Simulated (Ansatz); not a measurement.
**GaAsH2 (quintet): wave-function methods side by side, cc-pVDZ**

An exercise on one series of results from a longer session: the logs are not shown, and one member is left open.

Computed with Ansatz 0.2.0, Gaussian basis. Level: cc-pVDZ, core rule «outside noble gas», up to 28 orbitals frozen.

The runs, in order: UHF; CCSD(T) on ROHF; CCSD(T) on UHF; BCCD(T) on ROHF; CISD as a restricted active space (open shells left free, so some higher excitations enter); CCSDT(Q) on ROHF; CCSDT(Q) on UHF; CCSDTQ on ROHF.

14 further runs of the same task are left out: 8 for a known fault of the program, 6 set aside as unsound or not needed. Runs told in other sessions of the task aren't counted.

## The system

The geometry is a PBE0/def2-TZVP stationary point (not a proven minimum) of the parent state, kept for this charge and spin. No spin-orbit coupling is included. The filled d shell of Ga, As may be among the frozen orbitals whatever the setting's name suggests.

4 atoms, charge 0, spin multiplicity 5.

Atoms are counted from 1 here; the program's logs count them from 0.

Bond lengths: Ga1–As2 2.473 Å, Ga1–H3 1.608 Å, As2–H4 1.527 Å. Angles: As2–Ga1–H3 116.3°, Ga1–As2–H4 93.5°.

The first run:

File in.yaml:

```yaml
crystal:
  periodic: [false, false, false]
  atoms:
    - {symbol: Ga, position_ang: [0.000000, -0.061519, 1.274398]}
    - {symbol: As, position_ang: [0.000000, 0.058800, -1.195307]}
    - {symbol: H, position_ang: [0.000000, 1.343482, 2.055926]}
    - {symbol: H, position_ang: [0.000000, -1.458691, -1.361996]}
basis:
  gaussian: {orbitals: cc-pVDZ}
magnetization: {spin_polarized: true, initial_magnetization: 4}
hamiltonian: {xc: hf}
output: {orbitals: {seedname: orbitals}}
```

The run is started by

```
ansatz run in.yaml --threads 1 --pin off --events-out ev --progress --plain --max-ram 4096MiB --backend cpu
```

Among the steps run: UHF; CCSD(T) on ROHF; CCSD(T) on UHF; BCCD(T) on ROHF; CISD as a restricted active space (open shells left free, so some higher excitations enter); CCSDT(Q) on ROHF; CCSDT(Q) on UHF; CCSDTQ on ROHF.

One of the session's tables, all rows but one given; the rest of the session is left out.

It belongs to the step «Misses and costs». 

```
   method  from RCCSDTQ (kcal/mol)
     ROHF                  +103.69
      UHF                   +99.14
     RMP2                   +24.95
     UMP2                   +24.21
    RCCSD                    +3.52
    UCCSD                    +2.82
 RCCSD(T)                    +0.85
 UCCSD(T)                        ?
  BCCD(T)                    +0.82
   RCCSDT                    +0.13
   UCCSDT                    -0.44
RCCSDT(Q)                    +0.02
UCCSDT(Q)                    -0.55
  RCCSDTQ                        0
```

**Question.** Estimate the row for UCCSD(T).

**Answer.** from RCCSDTQ (kcal/mol): +0.27. In the column «from RCCSDTQ (kcal/mol)» it lies between RCCSDT (+0.13) and BCCD(T) (+0.82).

To keep in mind: Restricted and unrestricted rows rest on different reference determinants; a gap between their highest levels can come from leftover correlation error, from unlike frozen cores or from another state.
